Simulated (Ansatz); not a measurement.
**Ti8C5: properties at the relaxed cell**

An exercise on one series of results from a longer session: the logs are not shown, and one member is left open.

Program: Ansatz 0.2.0. Level of theory: DFT PBEsol, scalar-relativistic, plane waves, PAW. These are calculated values, not measurements.

1 further run of the same task is left out (set aside as unsound or not needed). Runs told in other sessions of the task aren't counted.

### The structure to begin with

It takes space group R-3m (No. 166, trigonal). Conventional cell: a = 6.075 Å, b = 6.075 Å, c = 14.728 Å, α = 90.00°, β = 90.00°, γ = 120.00°. Around Ti (site symmetry m) lie 4 C at 2.09 to 2.15 Å. Around Ti (site symmetry 3m) lie 3 C at 2.10 Å. C (site symmetry 2/m) is surrounded by 6 Ti at 2.09 to 2.10 Å. C (site symmetry -3m) has 6 Ti at 2.15 Å in its first shell of neighbours. C (site symmetry -3m) is surrounded by 6 Ti at 2.14 Å.

Coordinates:

```xyz
13
Lattice="3.0374 1.7537 4.9092 -3.0374 1.7537 4.9092 0.0000 -3.5073 4.9092" Properties=species:S:1:pos:R:3 pbc="T T T"
Ti   -1.5594    0.9003    6.1980
Ti    0.0000   -1.8007    6.1980
Ti    1.5594    0.9003    6.1980
Ti   -1.5594   -0.9003    8.5296
Ti    1.5594   -0.9003    8.5296
Ti    0.0000    1.8007    8.5296
Ti    0.0000    0.0000    3.6041
Ti    0.0000    0.0000   11.1235
C     0.0000   -1.7537    2.4546
C     1.5187    0.8768    2.4546
C    -1.5187    0.8768    2.4546
C     0.0000    0.0000    7.3638
C     0.0000    0.0000    0.0000
```

It goes back to an entry of the Materials Project, which need not be the stable form.

This cell was relaxed beforehand with the same method: volume 12.07 Å³/atom, gap on the mesh none (metal).

The first run:

The input, input.yaml:

```yaml
crystal:
  lattice:
    - [3.0067340537, 1.7359387153, 4.8595915538]
    - [-3.0067340537, 1.7359387153, 4.8595915538]
    - [0.0, -3.4718774306, 4.8595915538]
  atoms:
    - { symbol: Ti, position: [0.2497092248, 0.7631112601, 0.2497092248] }
    - { symbol: Ti, position: [0.2497092248, 0.2497092248, 0.7631112601] }
    - { symbol: Ti, position: [0.7631112601, 0.2497092248, 0.2497092248] }
    - { symbol: Ti, position: [0.2368887399, 0.7502907752, 0.7502907752] }
    - { symbol: Ti, position: [0.7502907752, 0.2368887399, 0.7502907752] }
    - { symbol: Ti, position: [0.7502907752, 0.7502907752, 0.2368887399] }
    - { symbol: Ti, position: [0.2447148974, 0.2447148974, 0.2447148974] }
    - { symbol: Ti, position: [0.7552851026, 0.7552851026, 0.7552851026] }
    - { symbol: C, position: [0.0, 0.0, 0.5] }
    - { symbol: C, position: [0.5, 0.0, 0.0] }
    - { symbol: C, position: [0.0, 0.5, 0.0] }
    - { symbol: C, position: [0.5, 0.5, 0.5] }
    - { symbol: C, position: [0.0, 0.0, 0.0] }
basis:
  ecutwfc: 420
kpoints:
  mp_grid: { grid: [6, 6, 6] }
hamiltonian:
  xc: pbesol
scf:
  occupations: { method: gaussian, width: 0.1 }
output:
  forces: true
  stress: true
  eigenvalues: true
  write_density: true
  write_potential: true
  elf: true
  volumetric_format: npy
relax:
  adjacent_minimum: "off"
  f_tol: 0.01
  max_steps: 30
  cell: { stress_tol: 0.1, fix: [volume] }
```

Command:

```sh
> ansatz run input.yaml --threads 4 --pin off --max-ram 10240MiB --backend cpu --events-out ev --progress --plain --runs-dir out
```

Steps of the session up to this table: Point at V/V0 = 0.97; Point at V/V0 = 1.03; Point at V/V0 = 0.94; The cell scaled to 1.06 of its volume; The cell scaled to 0.91 of its volume; The cell scaled to 1.10 of its volume; Volume × 0.88.

One of the session's tables, all rows but one given; the rest of the session is left out.

It belongs to the step «Energy against volume». 

```
volume (Å³/atom)  energy above the lowest point (meV/atom)  pressure (GPa)
          10.621                                     121.7           30.03
          10.983                                      64.6           20.71
          11.345                                      27.1           12.71
          11.707                                         ?               ?
          12.069                                       0.0            0.00
          12.431                                       5.9           -5.00
          12.793                                      22.2           -9.25
          13.276                                      57.5          -13.92
```

Q: Estimate the row for volume (Å³/atom) = 11.707 from the others.

Worked estimate for «energy above the lowest point (meV/atom)». A straight line through the neighbours (11.345, 27.1) and (12.069, 0.0) gives 27.1 + (0.0 − 27.1) × (11.707 − 11.345) / (12.069 − 11.345) = 13.6; a parabola fitted to 4 rows on both sides gives 6.3.

As computed: energy above the lowest point (meV/atom): 6.4; pressure (GPa): 5.86. In «energy above the lowest point (meV/atom)» the line misses by +7.2 and the parabola by -0.1.
